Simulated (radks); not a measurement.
# Lu⁶⁵⁺ in 1s1 2s2 2p2 3d1: an all-electron calculation

An exercise on one series of results from a longer session: the logs are not shown, and one member is left open.

Method: Dirac Kohn-Sham, LDA (Slater exchange, Perdew-Zunger correlation), spin-unpolarised, spherical densities, point nucleus; open shells fill j = l - 1/2 first. Code: radks (a radial shooting solver on a logarithmic mesh, Libxc functionals) version 1.

## The system

- element: lutetium (Z = 71)
- charge: +65
- electrons: 6
- configuration: 1s1 2s2 2p2 3d1

The first run:

Settings of this run:

```text
Z 71
configuration 1s1 2s2 2p2 3d1
relativity Dirac
functional lda,pz
spin unpolarised
j_filling energy
nucleus point
c 137.035999084
```

One table of the session follows, with a row left open; its other results are not shown here.

It belongs to the step «Orbitals and density». Sizes of the orbitals, from the radial functions (bohr):

| level | <r> | outermost maximum (interpolated) | 90 % within |
| --- | --- | --- | --- |
| 1s1/2 | 0.01918 | 0.0121 | 0.0348 |
| 2s1/2 | 0.07770 | 0.0674 | 0.121 |
| 2p1/2 | 0.06375 | 0.0498 | 0.105 |
| 2p3/2 | 0.07078 | 0.0560 | 0.114 |
| 3d3/2 | 0.1519 | 0.129 | 0.231 |
| 3d5/2 | ? | ? | ? |

**Question.** Estimate the row for 3d5/2.

**Answer.** <r>: 0.1553; outermost maximum (interpolated): 0.132; 90 % within: 0.235. In the column «<r>» it is the highest.
